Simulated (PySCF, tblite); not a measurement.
**C₇H₁₅B: geometry, infrared bands, NMR shifts, electronic excitations and core binding energies**

Aim: predict the infrared bands, NMR shifts, electronic excitations and core binding energies of C₇H₁₅B (`CCCBC1CCC1`).

The runs use tblite 0.8.0 and PySCF 2.14.0, with density-fitted response routines of our own; the level of theory stands in each step. All values are computed, except where a source is named. Atoms are numbered from 0 throughout.

## (1) The starting structure

23 atoms, charge 0, multiplicity 1; geometry from: force field or distance geometry start.

Bonds of the start (Å): C0–C1 1.50, C1–C2 1.53, C2–B3 1.60, B3–C4 1.60, C4–C5 1.52, C5–C6 1.50, C6–C7 1.53, C7–C4 1.51, C0–H8 1.13, C0–H9 1.11, C0–H10 1.10, C1–H11 1.10, C1–H12 1.12, C2–H13 1.12, C2–H14 1.08, B3–H15 1.18, C4–H16 1.11, C5–H17 1.12, C5–H18 1.08, C6–H19 1.10, C6–H20 1.11, C7–H21 1.11, C7–H22 1.10.

## (2) Relaxing the molecule with GFN2-xTB

The job: settings as JSON, then the geometry in Å.

```
{"job": {"kind": "relax", "xc": "GFN2-xTB", "basis": "xTB"}, "charge": 0, "multiplicity": 1}
C     -3.182700     0.352000     0.162200
C     -2.487900    -0.836000    -0.423300
C     -1.068900    -0.838000     0.152600
B     -0.264600     0.485900    -0.230400
C      1.148300     0.605800     0.500700
C      2.199700     1.361700    -0.290400
C      3.044500     0.124800    -0.219100
C      1.886800    -0.702500     0.336200
H     -3.959800     0.020200     0.912200
H     -3.640200     1.015000    -0.605900
H     -2.454100     0.947200     0.739600
H     -2.482300    -0.859400    -1.518700
H     -2.997600    -1.746500    -0.022600
H     -1.152700    -0.808500     1.271100
H     -0.520800    -1.692200    -0.206500
H     -0.326900     0.785600    -1.365900
H      1.028400     0.987900     1.530700
H      2.612500     2.171300     0.359900
H      1.821400     1.645200    -1.263400
H      3.366800    -0.243400    -1.201800
H      3.842500     0.144500     0.548400
H      2.092700    -1.239700     1.280500
H      1.490300    -1.380900    -0.436000
```

Command:

```console
$ OMP_NUM_THREADS=1 python probes_run.py task.json out
```

One launch serves the whole session: the jobs run in the order shown.

**Question.** This job is followed by: GFN2-xTB harmonic vibrations, gas phase; PBE0-D3(BJ)/def2-SVP geometry optimisation, gas phase; GIAO PBE0/pcSseg-1 NMR shielding, non-relativistic, gas phase; TDDFT wB97X-D/def2-SVPD, vertical, gas phase, core orbitals frozen in the response; GIAO wB97X-D/pcSseg-1 NMR shielding, non-relativistic, gas phase; delta-SCF UKS SCAN, pcX-2 on the ionised atom, pcseg-1 elsewhere, spin-free X2C. What will the session give for the following? strongest single infrared mode (GFN2-xTB); zero-point energy (GFN2-xTB); point group; rotational constants (main isotopes); ¹³C shifts against TMS (PBE0/pcSseg-1, means over atoms taken as alike); ¹H shifts against TMS (PBE0/pcSseg-1, means over atoms taken as alike); ¹¹B shifts against BF3·OEt2 (PBE0/pcSseg-1); surface potential, 1st and 99th percentile; lowest singlet (wB97X-D/def2-SVPD); brightest single state of those computed; lowest triplet; vertical ionisation energy (ΔSCF); C1s binding energies, SCAN/pcX-2; B1s binding energies, SCAN/pcX-2; range of the shift of B3.

As calculated:

| quantity | value |
| --- | --- |
| strongest single infrared mode (GFN2-xTB) | 2612 cm⁻¹, 132 km/mol |
| zero-point energy (GFN2-xTB) | 128.4 kcal/mol |
| point group | C1 |
| rotational constants (main isotopes) | 5.57, 0.79, 0.76 GHz |
| ¹³C shifts against TMS (PBE0/pcSseg-1, means over atoms taken as alike) | 40.7, 34.5, 26.8, 23.9, 22.6, 19.2 ppm |
| ¹H shifts against TMS (PBE0/pcSseg-1, means over atoms taken as alike) | 7.40, 2.11, 2.08, 2.02, 1.92, 1.66, 1.65, 1.29, 0.85 ppm |
| ¹¹B shifts against BF3·OEt2 (PBE0/pcSseg-1) | 89.9 ppm |
| surface potential, 1st and 99th percentile | -0.35 V and 0.87 V |
| lowest singlet (wB97X-D/def2-SVPD) | 5.78 eV (214 nm), f = 0.002 |
| brightest single state of those computed | state 4, 7.52 eV, f = 0.053 |
| lowest triplet | 5.35 eV |
| vertical ionisation energy (ΔSCF) | 9.78 eV |
| C1s binding energies, SCAN/pcX-2 | C0 290.40, C1 290.36, C6 290.29, C5 290.23, C2 289.83, C4 289.75 eV |
| B1s binding energies, SCAN/pcX-2 | B3 195.21 eV |
| range of the shift of B3 | 85.7 to 89.9 ppm |

Over 189 steps the energy fell by 1.113 eV; of the close pairs, C0–H8 changed most, 1.130 to 1.088 Å (GFN2-xTB). All 63 modes are real, so the xTB geometry is a minimum. The strongest single mode, at 2612 cm⁻¹, moves mainly H15. Unscaled tight-binding wavenumbers are off by several per cent, some by more. Its intensities can rank the bands wrongly. The optimisation took 11 steps and gained 0.187 eV; among the close pairs (by a distance rule), C2–B3 changed most, from 1.609 to 1.564 Å (PBE0/def2-SVP). At PBE0/pcSseg-1: Shielding is most anisotropic at B3 (span 176 ppm, paramagnetic term -181 ppm). At PBE0/pcSseg-1, counted by nearest atom on the grid, the HOMO lies on C4 21 %; B3 18 %, the LUMO on B3 50 %; H15 13 %. The first singlet state (HOMO→LUMO 0.92) lies at 5.78 eV and is weak; of the 10 states computed, the strongest absorption comes from state 4 at 7.52 eV. The lowest triplet lies 0.43 eV below the lowest singlet (triplets in Tamm-Dancoff, singlets in full TDDFT). The orbital energy would give 9.69 eV for ionisation, ΔSCF gives 9.78 eV. C0 (methyl carbon) binds its C1s electron 0.65 eV more tightly than C4 (sp3 CH bonded to B). Across the 2 runs the shift of B3 moves most, between 85.7 (wB97X-D/pcSseg-1) and 89.9 ppm (PBE0/pcSseg-1).
